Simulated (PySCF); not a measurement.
# A diatomic session: CaSe+

An exercise on one series of results from a longer session: the logs are not shown, and one member is left open.

The runs use PySCF 2.14.0; Ca def2-SVP, Se def2-SVP, no relativity.

Set-up of the first run:

Settings of the job:

* atoms: Ca, Se
* charge: 1
* basis: Ca def2-SVP, Se def2-SVP
* Hamiltonian: no relativity
* basis functions: 56
* electrons treated: 53
* masses in u: 39.9626, 79.9165
* levels: PBE0, PBE, r²SCAN, r²SCANh, LDA, MN15, LC-ωPBE, HF, MP2, SCS-MP2, CCSD, CCSD(T)
* grid: 80 radial by 434 angular points
* occupations: held fixed by the projection of orbital angular momentum
* dissociation limit: Ca+ + Se, each in its ground configuration
* starting distance in angstrom: 2.805
* values of 2S to try: 1, 3

The run is started by

```
OMP_NUM_THREADS=1 python dia.py task.json out
```

Steps of the session up to this table: Input; PBE0 along the bond; Excited determinants; PBE; r²SCAN (meta-GGA); r²SCANh; LDA (local density); MN15 (hybrid meta-GGA); LC-ωPBE; UHF (mean field); MP2 and coupled cluster.

One table of the session follows, with a row left open; its other results are not shown here.

Energy (eV) from each level's lowest point:

```
R (Å)    UHF  UHF-MP2  UHF-SCS-MP2  UHF-CCSD  UHF-CCSD(T)
2.336  0.666    0.576        0.600     0.607        0.610
2.439  0.271    0.219        0.234     0.240        0.243
2.517  0.103    0.074        0.083     0.087        0.090
2.595  0.019    0.006        0.011     0.013        0.015
2.673  0.000    0.000        0.000     0.000        0.000
2.777  0.051    0.061        0.056     0.053        0.049
2.906      ?        ?            ?         ?            ?
3.062  0.460    0.468        0.452     0.432        0.415
```

Estimate the missing values for R (Å) = 2.906.

Worked estimate for «UHF». A straight line through the neighbours (2.777, 0.051) and (3.062, 0.460) gives 0.051 + (0.460 − 0.051) × (2.906 − 2.777) / (3.062 − 2.777) = 0.236; a parabola fitted to 3 rows on both sides gives 0.187.

As computed: UHF: 0.202; UHF-MP2: 0.215; UHF-SCS-MP2: 0.205; UHF-CCSD: 0.195; UHF-CCSD(T): 0.186. In «UHF» the line misses by +0.034 and the parabola by -0.015.

To keep in mind: At some levels the lowest empty orbital lies below the highest filled one (the two can be of opposite spin).
